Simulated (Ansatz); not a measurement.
Debugging an SCF with error handling of RbSbO₃, space group Pm-3m (the Python package of Ansatz (0.2.0)).

`rbsbo3.cif`
```cif
data_RbSbO3
_cell_length_a 4.090540
_cell_length_b 4.090540
_cell_length_c 4.090540
_cell_angle_alpha 90.00000
_cell_angle_beta 90.00000
_cell_angle_gamma 90.00000
_symmetry_space_group_name_H-M 'P 1'
_symmetry_Int_Tables_number 1
loop_
_symmetry_equiv_pos_as_xyz
'x, y, z'
loop_
_atom_site_label
_atom_site_type_symbol
_atom_site_fract_x
_atom_site_fract_y
_atom_site_fract_z
Rb1 Rb    0.000000    0.000000    0.000000
Sb2 Sb    0.500000    0.500000    0.500000
O3 O    0.500000    0.500000    0.000000
O4 O    0.500000    0.000000    0.500000
O5 O    0.000000    0.500000    0.500000
```

At the Python prompt:
```pycon
>>> import warnings
>>> import ansatz
>>> from ase.io import read
>>> params = {
...     "functional": "LDA",
...     "kmesh": (5, 5, 5),
...     "filling": "Fixed",
...     "max_scf": 100,
... }
>>> atoms = read("rbsbo3.cif")
>>> crystal = ansatz.Crystal.from_ase(atoms)
>>> base = crystal.calculation()
>>> base = base.functional(params["functional"])
>>> base = base.pseudopotentials("paw").basis(31 * ansatz.Ry)
>>> base = base.kpoints(mesh=params["kmesh"], shift=0.5)
>>> base = base.occupations(params["filling"]).scf(max_iterations=params["max_scf"])
>>> with warnings.catch_warnings(record=True) as caught:
...     warnings.simplefilter("always")
...     result = base.forces().stress().run()
...
>>> for item in caught:
...     if issubclass(item.category, (ansatz.RunWarning, ansatz.DeckWarning)):
...         print(item.category.__name__, "-", str(item.message)[:120])
...
RunWarning - iter 1: σ=0 fill of 21 bands saw a band overlap (occupied 8.2751 eV > unoccupied 7.8550 eV) — on an unconverged iterate
RunWarning - the bands overlap at the fill by count (21 filled at each k-point of a channel): the highest filled level, 8.006077 eV a
>>> r = result.report
>>> r["kweights"]
[0.064, 0.192, 0.096, 0.192, 0.192, 0.048, 0.064, 0.096, 0.048, 0.008]
>>> r["converged"], r["free_energy_ev"]
(True, -11172.195778743355)
>>> result.lattice.cell_ang
array([[4.09054, 0.     , 0.     ],
       [0.     , 4.09054, 0.     ],
       [0.     , 0.     , 4.09054]])
>>> doubts = r["published_state_doubts"]
>>> if doubts or r.get("closed_by") != "deck_thresholds":
...     print("rejected:", doubts, r.get("closed_by"))
... else:
...     print(f"accepted: F = {r['free_energy_ev']:.5f} eV")
...
rejected: ['band_overlap_at_count'] deck_thresholds
```

No error stopped it. What is wrong with the input all the same?

The fault: fixed occupations, though the bands overlap at this level of theory. Mended:

```diff
--- before
+++ after
@@
     "kmesh": (5, 5, 5),
-    "filling": "Fixed",
+    "filling": "fermi_dirac",
+    "smearing_width": 0.05,
     "max_scf": 100,
@@
 base = base.kpoints(mesh=params["kmesh"], shift=0.5)
-base = base.occupations(params["filling"]).scf(max_iterations=params["max_scf"])
+base = base.occupations(params["filling"], width=params["smearing_width"]).scf(max_iterations=params["max_scf"])
```

Interactive session:
```pycon
[earlier lines as before]
>>> params = {
...     "functional": "LDA",
...     "kmesh": (5, 5, 5),
...     "filling": "fermi_dirac",
...     "smearing_width": 0.05,
...     "max_scf": 100,
... }
>>> atoms = read("rbsbo3.cif")
>>> crystal = ansatz.Crystal.from_ase(atoms)
>>> base = crystal.calculation()
>>> base = base.functional(params["functional"])
>>> base = base.pseudopotentials("paw").basis(31 * ansatz.Ry)
>>> base = base.kpoints(mesh=params["kmesh"], shift=0.5)
>>> base = base.occupations(params["filling"], width=params["smearing_width"]).scf(max_iterations=params["max_scf"])
>>> with warnings.catch_warnings(record=True) as caught:
...     warnings.simplefilter("always")
...     result = base.forces().stress().run()
...
>>> for item in caught:
...     if issubclass(item.category, (ansatz.RunWarning, ansatz.DeckWarning)):
...         print(item.category.__name__, "-", str(item.message)[:120])
...
>>> r = result.report
>>> r["kweights"]
[0.064, 0.192, 0.096, 0.192, 0.192, 0.048, 0.064, 0.096, 0.048, 0.008]
>>> r["converged"], r["free_energy_ev"]
(True, -11172.243340631438)
>>> result.lattice.cell_ang
array([[4.09054, 0.     , 0.     ],
       [0.     , 4.09054, 0.     ],
       [0.     , 0.     , 4.09054]])
>>> doubts = r["published_state_doubts"]
>>> if doubts or r.get("closed_by") != "deck_thresholds":
...     print("rejected:", doubts, r.get("closed_by"))
... else:
...     print(f"accepted: F = {r['free_energy_ev']:.5f} eV")
...
accepted: F = -11172.24334 eV
```

These settings explore the input space; cutoff and mesh may be short of convergence. The mesh is modest for a metal, so energies can be off by several to tens of meV an atom and pressures by half a GPa or more; differences at equal mesh fare better. At these settings the cell as given stands under about -8 GPa, so it isn't at this functional's equilibrium volume. The structure comes from a database of computed cells and needn't be a stable or known phase. Wall time of the script: 2.2 s on 1 thread of Intel(R) Xeon(R) Platinum 8375C CPU @ 2.90GHz (Ice Lake), on a shared host, peak memory 0.45 GiB.
